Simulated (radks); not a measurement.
**Ru with its nuclear charge varied continuously**

The task here is to estimate one member of a computed series from the others.

The numbers are computed with radks (a radial shooting solver on a logarithmic mesh, Libxc functionals) version 1 (scalar-relativistic Kohn-Sham, PBE, spin-polarised, spherical densities, finite nucleus; open shells are filled with parallel spins first), except any that are marked as measured or tabulated.

### The atom as given

- element: ruthenium (Z = 44)
- charge: 0
- electrons: 44
- configuration: [Kr] 4d7 5s1
- nuclear rms radius: 4.4809 fm

Outer shells as boxes (Hund's rule):

Ru
```
[Kr] core
4d [↑↓][↑↓][↑ ][↑ ][↑ ]
5s [↑ ]
```

The first run:

Settings of this run:

```text
Z 44
configuration [Kr] 4d7 5s1
relativity scalar-relativistic
functional pbe,pbe
spin polarised
nucleus finite rms 4.4809 fm
c 137.035999084
```

Among the steps run: Z = 44.

One of the session's tables, all rows but one given; the rest of the session is left out.

It belongs to the step «Z = 44». Sizes of the orbitals, from the radial functions (bohr):

| level | <r> | outermost maximum (interpolated) | 90 % within | nodes |
| --- | --- | --- | --- | --- |
| 4s up | ? | ? | ? | ? |
| 4s down | 1.017 | 0.913 | 1.48 | 3 |
| 4p up | 1.130 | 0.984 | 1.68 | 2 |
| 4p down | 1.126 | 0.981 | 1.67 | 2 |
| 4d up | 1.689 | 1.22 | 2.77 | 1 |
| 5s up | 3.300 | 2.70 | 4.99 | 4 |
| 4d down | 1.728 | 1.21 | 2.88 | 1 |
| 5s down | 3.518 | 2.80 | 5.40 | 4 |

Q: Estimate the row for 4s up from the others.

As computed: <r>: 1.020; outermost maximum (interpolated): 0.915; 90 % within: 1.48; nodes: 3. In the column «<r>» it lies between 4s down (1.017) and 4p down (1.126).

Limits of these values: At Z = 44 the central difference of E is -249.036 hartree, against -248.405 from the Hellmann-Feynman theorem; the scalar-relativistic energy here is not variational, so the two differ by a part that grows with Z.
